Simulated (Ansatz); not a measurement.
# CH7AlO2Si: up Jacob's ladder to CCSD(T)

The task here is to estimate one member of a computed series from the others.

The runs use Ansatz 0.2.0, Gaussian basis; functionals in def2-TZVPP, the program's frozen cores in correlated methods.

The runs, in order: PBE-D4, r2SCAN-D4, PBE0-D4, B3LYP-D4, ωB97X-V, ωB97M-V, B2PLYP; CCSD(T)/def2-TZVPP; MP2/def2-QZVPP; extrapolation to the limit.

### Structure used throughout

An earlier PBE0-D4 in a triple-zeta def2 set relaxation fixed the geometry.

SMILES `C[O][Al]([OH])[SiH3]`, 12 atoms, charge 0, spin multiplicity 1.

Atoms are counted from 1 here; the program's logs count them from 0.

Bond lengths: C1–O2 1.396 Å, C1–H6 1.098 Å, C1–H7 1.095 Å, C1–H8 1.095 Å, O2–Al3 1.686 Å, Al3–O4 1.691 Å, Al3–Si5 2.438 Å, O4–H9 0.956 Å, Si5–H10 1.490 Å, Si5–H11 1.491 Å, Si5–H12 1.490 Å. Angles: O2–C1–H6 112.6°, O2–C1–H7 110.2°, O2–C1–H8 110.2°, H6–C1–H7 107.9°, H6–C1–H8 107.9°, H7–C1–H8 107.9°, C1–O2–Al3 136.1°, O2–Al3–O4 118.8°, O2–Al3–Si5 122.9°, O4–Al3–Si5 118.4°, Al3–O4–H9 123.5°, Al3–Si5–H10 111.3°, Al3–Si5–H11 111.3°, Al3–Si5–H12 111.3°, H10–Si5–H11 107.6°, H10–Si5–H12 107.7°, H11–Si5–H12 107.5°.

Geometry (Å):

```xyz
12
charge 0, multiplicity 1
C    -0.5847   -1.9713    0.7823
O    -0.7149   -0.6242    1.1263
Al   -0.2268    0.8494    0.4685
O    -0.6365    2.2769    1.2775
Si    1.0466    1.0166   -1.6044
H    -0.0274   -2.1169   -0.1520
H    -0.0605   -2.5146    1.5756
H    -1.5730   -2.4268    0.6599
H    -1.1340    2.2975    2.0939
H     2.3550    1.6935   -1.3823
H     1.3287   -0.3308   -2.1765
H     0.3043    1.7954   -2.6349
```

The first run:

The input, in.yaml:

```yaml
crystal:
  periodic: [false, false, false]
  atoms:
    - {symbol: C, position_ang: [-0.584682, -1.971260, 0.782350]}
    - {symbol: O, position_ang: [-0.714909, -0.624219, 1.126298]}
    - {symbol: Al, position_ang: [-0.226813, 0.849438, 0.468500]}
    - {symbol: O, position_ang: [-0.636505, 2.276937, 1.277497]}
    - {symbol: Si, position_ang: [1.046597, 1.016589, -1.604362]}
    - {symbol: H, position_ang: [-0.027386, -2.116866, -0.152002]}
    - {symbol: H, position_ang: [-0.060491, -2.514584, 1.575597]}
    - {symbol: H, position_ang: [-1.572953, -2.426775, 0.659913]}
    - {symbol: H, position_ang: [-1.133955, 2.297529, 2.093913]}
    - {symbol: H, position_ang: [2.355031, 1.693455, -1.382253]}
    - {symbol: H, position_ang: [1.328685, -0.330790, -2.176549]}
    - {symbol: H, position_ang: [0.304280, 1.795444, -2.634902]}
basis:
  gaussian: {orbitals: def2-TZVPP}
hamiltonian: {xc: pbe, dispersion: d4}
output: {forces: true, orbitals: {seedname: orbitals}}
```

The run is started by

```console
$ ansatz run in.yaml --threads 4 --pin off --events-out ev --progress --plain --max-ram 10444MiB
```

Steps of the session up to this table: PBE-D4 (GGA); r2SCAN-D4 (meta-GGA); PBE0-D4 (hybrid); B3LYP-D4 (hybrid); ωB97X-V (range-separated); ωB97M-V (range-separated); B2PLYP (double hybrid); CCSD(T) in def2-TZVPP; MP2 in def2-QZVPP.

One of the session's tables, all rows but one given; the rest of the session is left out.

It belongs to the step «Atomisation energies». 

| method | atomisation energy (eV) |
| --- | --- |
| PBE-D4 | 44.049 |
| r2SCAN-D4 | 43.871 |
| PBE0-D4 | 43.341 |
| B3LYP-D4 | 43.677 |
| ωB97X-V | 43.953 |
| ωB97M-V | 43.821 |
| B2PLYP | 43.291 |
| HF/def2-TZVPP | 32.066 |
| MP2/def2-TZVPP | 43.354 |
| CCSD/def2-TZVPP | ? |
| CCSD(T)/def2-TZVPP | 42.778 |
| MP2/CBS | 44.544 |
| CCSD(T)/CBS | 43.968 |

Estimate the missing values for CCSD/def2-TZVPP.

As computed: atomisation energy (eV): 42.221. In the column «atomisation energy (eV)» it lies between HF/def2-TZVPP (32.066) and CCSD(T)/def2-TZVPP (42.778).

To keep in mind: Free atoms (1 C, 2 O, 1 Al, 1 Si, 7 H) were run apart at each level; the atomisation energy is their sum less the molecule, without zero-point or spin-orbit terms.
